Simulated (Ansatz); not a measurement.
# CH5ClNNbO: the cost of one run

The runs use Ansatz 0.2.0, Gaussian basis; the settings change from run to run.

**1. The molecule**

The geometry comes from an earlier relaxation with PBE0-D4 in a triple-zeta def2 set; it is a stationary point, not always the lowest conformer. Nb takes a core potential in def2 sets; no spin-orbit term is included.

SMILES `[CH3][Nb]([NH2])(=[O])[Cl]`, 10 atoms, charge 0, spin multiplicity 1.

Atoms are counted from 1 here; the program's logs count them from 0.

Bond lengths: C1–Nb2 2.150 Å, C1–H6 1.097 Å, C1–H7 1.095 Å, C1–H8 1.092 Å, Nb2–N3 1.951 Å, Nb2–O4 1.687 Å, Nb2–Cl5 2.316 Å, N3–H9 1.012 Å, N3–H10 1.010 Å. Angles: Nb2–C1–H6 107.9°, Nb2–C1–H7 111.0°, Nb2–C1–H8 112.0°, H6–C1–H7 108.7°, H6–C1–H8 108.1°, H7–C1–H8 109.0°, C1–Nb2–N3 106.2°, C1–Nb2–O4 105.0°, C1–Nb2–Cl5 109.0°, N3–Nb2–O4 106.2°, N3–Nb2–Cl5 115.3°, O4–Nb2–Cl5 114.3°, Nb2–N3–H9 124.0°, Nb2–N3–H10 125.4°, H9–N3–H10 110.3°.

**2. rPW86-PBE/x2c-TZVPPall**

This run has multiplicity 3.

in.yaml reads:

```yaml
crystal:
  periodic: [false, false, false]
  atoms:
    - {symbol: C, position_ang: [-1.511920, -0.376582, 0.163067]}
    - {symbol: Nb, position_ang: [0.300726, 0.634587, -0.397795]}
    - {symbol: N, position_ang: [1.767590, -0.483411, 0.239964]}
    - {symbol: O, position_ang: [0.342699, 0.551279, -2.082391]}
    - {symbol: Cl, position_ang: [0.255772, 2.789344, 0.450409]}
    - {symbol: H, position_ang: [-2.357046, 0.224324, -0.193447]}
    - {symbol: H, position_ang: [-1.586659, -0.475318, 1.250617]}
    - {symbol: H, position_ang: [-1.585093, -1.367860, -0.290215]}
    - {symbol: H, position_ang: [2.055201, -0.540173, 1.208464]}
    - {symbol: H, position_ang: [2.401929, -1.007291, -0.345771]}
basis:
  gaussian: {orbitals: x2c-TZVPPall}
magnetization: {spin_polarized: true, initial_magnetization: 2}
hamiltonian: {xc: {name: rPW86-PBE}}
```

Command:

```console
$ ansatz run in.yaml --threads 4 --pin off --events-out ev --progress --plain --max-ram 10444MiB
```

**Question.** How long does this run take on 4 threads of Intel Xeon 6975P-C, shared host, and how much memory does it need?

About 25 s, with a peak of 0.98 GiB.
